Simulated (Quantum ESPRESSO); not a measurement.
WS: zone-centre phonons under several settings

```xyz
2
Lattice="3.4448 0.0000 0.0000 0.0000 3.4448 0.0000 0.0000 0.0000 3.4448" Properties=species:S:1:pos:R:3 pbc="T T T"
W     1.7224    1.7224    1.7224
S     0.0000    0.0000    0.0000
```

The cell was built by a generator and needn't be a form met in nature.

All runs used Quantum ESPRESSO 7.5; k mesh 6 × 6 × 6, shifted; relaxed cell; no spin polarisation; cutoff 762 eV; occupations fermi-dirac, width 0.05 eV.

```csv
level,potentials,volume (Å³/atom),lowest optical mode without the field (cm⁻¹)
LDA,GBRV 1.5 LDA,13.02,220
PBE,GBRV 1.5 PBE,13.64,195
PBEsol,GBRV 1.5 PBEsol,13.21,216
WC,GBRV 1.5 PBE,13.34,209
AM05,GBRV 1.5 PBE,13.11,223
PW91,GBRV 1.5 PBE,?,?
vdW-DF-cx,GBRV 1.5 PBE,13.34,215
```

Task: What stands in the row left open?

Result: Volume 13.70 Å³/atom; lowest optical mode without the field 188 cm⁻¹.

Caveats: the mesh is thin for the phonons of a metal; the volume moved by over 15 % at a fixed basis, so the end points are rough; the potentials were made for another functional, which shifts forces and pressure (some runs).

For the row left open. Caveat: the k mesh is coarse; the mesh is thin for the phonons of a metal; the potentials were made for another functional, which shifts forces and pressure; the volume moved by over 15 % at a fixed basis, so the end points are rough.
